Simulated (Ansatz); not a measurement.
# Si4Ge2H12: ionisation energy by level of theory

The task here is to estimate one member of a computed series from the others.

Method: unrestricted cation, the program's frozen cores in correlated methods; program: Ansatz 0.2.0, Gaussian basis.

The runs, in order: UKS PBE-D4/def2-TZVPP; UKS r2SCAN-D4/def2-TZVPP; UKS PBE0-D4/def2-TZVPP; UKS B3LYP-D4/def2-TZVPP; UKS wB97X-V/def2-TZVPP; UKS wB97M-V/def2-TZVPP; UKS B2PLYP/def2-TZVPP; UHF-CCSD(T)/def2-TZVPP; UHF-MP2/def2-QZVPP; extrapolation to the limit; then −ε(HOMO) from the neutral's earlier runs with LDA (SPW92), PBE-D4, revPBE-D4, BLYP-D4, r2SCAN-D4, B97M-V, PBE0-D4, B3LYP-D4, r2SCANh-D4, r2SCAN0-D4, HSE06-D4, BHLYP-D4, CAM-B3LYP-D4, LC-ωPBE, ωB97X-V, ωB97M-V.

### Structure used throughout

The geometry comes from an earlier relaxation with PBE0-D4 in a triple-zeta def2 set; it is a stationary point, not always the lowest conformer.

18 atoms, charge 0, spin multiplicity 1.

Atoms are counted from 1 here; the program's logs count them from 0.

Bond lengths: Si1–Si2 2.343 Å, Si1–Si6 2.337 Å, Si1–H7 1.491 Å, Si1–H8 1.490 Å, Si2–Ge3 2.389 Å, Si2–H9 1.489 Å, Si2–H10 1.490 Å, Ge3–Si4 2.379 Å, Ge3–H11 1.540 Å, Ge3–H12 1.542 Å, Si4–Ge5 2.386 Å, Si4–H13 1.489 Å, Si4–H14 1.489 Å, Ge5–Si6 2.388 Å, Ge5–H15 1.541 Å, Ge5–H16 1.541 Å, Si6–H17 1.490 Å, Si6–H18 1.489 Å. Angles: Si2–Si1–Si6 108.3°, Si2–Si1–H7 108.8°, Si2–Si1–H8 110.7°, Si6–Si1–H7 108.3°, Si6–Si1–H8 112.4°, H7–Si1–H8 108.2°, Si1–Si2–Ge3 110.2°, Si1–Si2–H9 109.4°, Si1–Si2–H10 110.1°, Ge3–Si2–H9 109.5°, Ge3–Si2–H10 109.3°, H9–Si2–H10 108.3°, Si2–Ge3–Si4 108.8°, Si2–Ge3–H11 110.6°, Si2–Ge3–H12 108.9°, Si4–Ge3–H11 112.2°, Si4–Ge3–H12 108.4°, H11–Ge3–H12 107.8° and more.

The first run:

Contents of in.yaml:

```yaml
crystal:
  periodic: [false, false, false]
  atoms:
    - {symbol: Si, position_ang: [0.468475, 2.093154, 0.247854]}
    - {symbol: Si, position_ang: [2.197665, 0.543084, 0.555704]}
    - {symbol: Ge, position_ang: [1.411115, -1.669694, 0.115416]}
    - {symbol: Si, position_ang: [-0.328020, -1.559146, -1.504392]}
    - {symbol: Ge, position_ang: [-2.220771, -0.524365, -0.485268]}
    - {symbol: Si, position_ang: [-1.511206, 1.153102, 1.059658]}
    - {symbol: H, position_ang: [0.303315, 2.345141, -1.212461]}
    - {symbol: H, position_ang: [0.796417, 3.387069, 0.909627]}
    - {symbol: H, position_ang: [2.690714, 0.625377, 1.958817]}
    - {symbol: H, position_ang: [3.332631, 0.852752, -0.358024]}
    - {symbol: H, position_ang: [2.570650, -2.577377, -0.336019]}
    - {symbol: H, position_ang: [0.829314, -2.259895, 1.415617]}
    - {symbol: H, position_ang: [0.132515, -0.712490, -2.639970]}
    - {symbol: H, position_ang: [-0.682750, -2.903216, -2.036766]}
    - {symbol: H, position_ang: [-3.112774, 0.117121, -1.565587]}
    - {symbol: H, position_ang: [-3.058732, -1.589263, 0.248044]}
    - {symbol: H, position_ang: [-1.235662, 0.509793, 2.375229]}
    - {symbol: H, position_ang: [-2.582898, 2.168844, 1.252543]}
basis:
  gaussian: {orbitals: def2-TZVPP}
total_charge: 1
magnetization: {spin_polarized: true, initial_magnetization: 1}
hamiltonian: {xc: pbe, dispersion: d4}
```

Steps of the session up to this table: Cation, UKS PBE-D4/def2-TZVPP; Cation, UKS r2SCAN-D4/def2-TZVPP; Cation, UKS PBE0-D4/def2-TZVPP; Cation, UKS B3LYP-D4/def2-TZVPP; Cation, UKS wB97X-V/def2-TZVPP; Cation, UKS wB97M-V/def2-TZVPP; Cation, UKS B2PLYP (frozen core)/def2-TZVPP; Cation, UHF-CCSD(T)/def2-TZVPP; Cation, UHF-MP2/def2-QZVPP.

One table of the session follows, with a row left open; its other results are not shown here.

It belongs to the step «Ionisation energies side by side». For comparison, −ε(HOMO) of the neutral from earlier runs:

```
  functional  −ε(HOMO) (eV)
 LDA (SPW92)           6.69
      PBE-D4           6.61
   revPBE-D4           6.57
     BLYP-D4           6.46
   r2SCAN-D4           6.86
      B97M-V           7.00
     PBE0-D4           7.62
    B3LYP-D4           7.44
  r2SCANh-D4           7.22
  r2SCAN0-D4           7.78
    HSE06-D4           7.24
    BHLYP-D4           8.53
CAM-B3LYP-D4           8.81
     LC-ωPBE          10.05
     ωB97X-V           9.76
     ωB97M-V              ?
```

**Question.** Estimate the row for ωB97M-V.

The run gave: −ε(HOMO) (eV): 9.55. In the column «−ε(HOMO) (eV)» it lies between CAM-B3LYP-D4 (8.81) and ωB97X-V (9.76).
